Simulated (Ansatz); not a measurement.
**SnTe2: a single-point run**

The task is a single-point run on SnTe2. The structure is shown as the input types it. The cell is built on a prototype (fluorite) and needn't be the phase found in nature.

Method: density functional or hybrid calculation with the settings of its input, plane waves (as first typed), in Ansatz 0.2.0.

2 further runs of the same task are left out: 2 that didn't finish.

## 1. Starting point

The structure is cubic, space group Fm-3m (No. 225). The conventional cell has a = 7.402 Å, b = 7.402 Å, c = 7.402 Å, α = 90.00°, β = 90.00°, γ = 90.00°. Sn (site symmetry m-3m) has 8 Te at 3.21 Å as nearest neighbours. Te (site symmetry -43m) is surrounded by 4 Sn at 3.21 Å.

Structure file:

```
Sn Te
1.0
     0.00000    3.70104    3.70104
     3.70104    0.00000    3.70104
     3.70104    3.70104    0.00000
Sn Te
1 2
Direct
  0.00000 0.00000 0.00000
  0.25000 0.25000 0.25000
  0.75000 0.75000 0.75000
```

## 2. Input and run

File input.yaml:

```yaml
crystal:
  lattice:
    - [0.0, 3.7010376726, 3.7010376726]
    - [3.7010376726, 0.0, 3.7010376726]
    - [3.7010376726, 3.7010376726, 0.0]
  atoms:
    - { symbol: Sn, position: [0.0, 0.0, 0.0] }
    - { symbol: Te, position: [0.25, 0.25, 0.25] }
    - { symbol: Te, position: [0.75, 0.75, 0.75] }
kpoints:
  mp_grid: { grid: [4, 4, 4] }
hamiltonian:
  xc: r2scan
scf:
  occupations: { method: fermi_dirac, width: 0.02 }
  n_extra_bands: 4
  max_iter: 3
output:
  forces: true
  stress: true
  eigenvalues: true
```

Command:

```
> ansatz run input.yaml --threads 4 --pin off --max-ram 3686MiB --backend cpu --events-out ev --progress --plain --runs-dir out
```

**Question.** How will this run end, and is anything wrong with its input?

After 3 cycles the loop was ended unconverged. The density residual dr2 fell from 0.00394 to 0.0014 eV (threshold 1.0e-7) and was still falling. Nothing that it prints is a result.

Look at the input: scf.max_iter is 3. The cap on SCF cycles is too low for this system: the loop was cut off before the input and output densities agreed.

What to do: delete scf.max_iter (the default then holds).
